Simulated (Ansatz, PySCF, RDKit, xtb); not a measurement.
# [GeSF3]−: a search for the lowest isomer

Given the formula [GeSF3]− (charge -1) and nothing else, which arrangement of the atoms is the most stable in the gas at 298.15 K, and what are its properties?

The funnel: GFN2-xTB relaxations, single points with a density functional, relaxations at PBE0-D3(BJ)/def2-SVPD, harmonic vibrations, and a last energy at a higher level. All values are calculated.

7 further runs of the same task are left out: 7 set aside as unsound or not needed.

**1. Possible bonding patterns**

A program enumerates the bonding patterns with one Lewis structure each (two rings at most, one unusual centre or charged pair), with their diastereomers. O–O, O–halogen and N–halogen bonds and N–N–N chains are not drawn. That gives 4 candidates.

```
label                 SMILES     spin
 c114  [F][Ge]([F])([F])[S-]  singlet
 c351       [F][Ge-]=[S](F)F  singlet
 c446       F[S](F)(F)#[Ge-]  singlet
 c518      F[S][Ge-]([F])[F]  singlet
```

Candidates are built by distance geometry, with a force field where one applies, in up to four conformers (letters a to d). 16 starts with atoms placed at random are added, to find patterns that the rules miss.

**Question.** With final energies at CCSD(T)/def2-SVPD + MP2/def2-TZVPPD - MP2/def2-SVPD, which structure will this search put lowest in free energy, and by what margin?

| quantity | value |
| --- | --- |
| lowest structure found | [F][Ge]([F])([F])[S-], singlet, C3v |
| next finalist | F[S][Ge-]([F])[F], singlet, 61.7 kcal/mol higher in G |
| share at equilibrium, among the finalists | 100.0 % |
| harmonic wavenumbers, lowest and highest (PBE0-D3(BJ)/def2-SVPD) | 175 and 661 cm⁻¹ |
| rotational constants, same geometry | 0.1246, 0.06843, 0.06843 cm⁻¹ |
| HOMO energy (PBE0/def2-TZVPD) | -2.47 eV |
| LUMO energy (PBE0/def2-TZVPD) | 3.30 eV |
| HOMO–LUMO gap (to an unbound level, set by the basis) (PBE0/def2-TZVPD) | 5.77 eV |
| lowest excitation (TD-CAM-B3LYP/def2-SVPD) | 4.77 eV (f = 0.045) |
| lowest triplet excitation, same level, Tamm-Dancoff | 4.30 eV |
| vertical detachment energy | 4.62 eV |
| vertical triplet less singlet | +4.27 eV |

`[F][Ge]([F])([F])[S-]` comes out lowest. Among the finalists first place is clear (61.7 kcal/mol); structures outside the list aren't covered. GFN2-xTB, HF/STO-3G, r2SCAN-D4/def2-SVPD, PBE0-D3(BJ)/def2-SVPD, HF/def2-SVPD and MP2/def2-SVPD already put its bonding pattern lowest among the structures in one piece. One minimum inside the window was never screened. In an anion, excitations above the detachment energy lie in the continuum and hang on the basis, so they needn't be bound states. Lowest found is not proven lowest: the search is finite, and each finalist counts with one conformer.
